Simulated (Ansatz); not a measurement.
Runs of Ansatz 0.2.0 on CuO2. The structure is orthorhombic, space group Cmcm (No. 63). Conventional cell: a = 2.825 Å, b = 10.421 Å, c = 4.343 Å, α = 90.00°, β = 90.00°, γ = 90.00°. Around Cu (site symmetry m2m) lie 4 O at 1.86 to 1.90 Å. O (site symmetry m2m) has 2 Cu at 1.90 Å as nearest neighbours. Around O (site symmetry m2m) lie 2 Cu at 1.86 Å. The cell comes from a database or a generator and needn't be the stable form of this composition.

```csv
task,level,cell,cutoff (eV),points for each segment of the path,gap on the mesh (eV),pressure (GPa),relaxed volume (Å³/atom),largest force (eV/Å)
band structure,LDA,as given,420,14,none,-14.9,-,(c)
band structure,r2SCAN,as given,500,14,none,(b),-,0.56
band structure,PBE,as given,420,14,none,-1.7,-,0.25
relaxation of cell and atoms,r2SCAN,relaxed,500,-,none,0.0,9.68,-
relaxation of cell and atoms,LDA,relaxed,420,-,none,0.0,8.77,-
relaxation of cell and atoms,PBE,relaxed,420,-,none,0.0,(a),-
```

Alike in all rows: potentials or basis Ansatz PAW; no spin polarisation; k mesh 10 × 10 × 6; smearing fermi-dirac 0.05 eV.

Estimate the missing entries.

(a) 10.46; (b) -9.3; (c) 0.79.

Caveats: the run has no spin polarisation, though such a crystal can be magnetic; semilocal functionals often make such compounds metallic where correlation or magnetic order opens a gap, which also shifts bond lengths; the PAW data sets come from PBE, with cores solved anew for the run's functional, which leaves a small shift of forces and pressure (some runs); the plane-wave basis is chosen anew once the cell has moved, so the energies of steps on either side of that aren't comparable (some runs); the volume moved by over 15 % at a fixed basis, so the end points are rough (some runs).

A gap of «none» marks a metal or a gap under the smearing width.
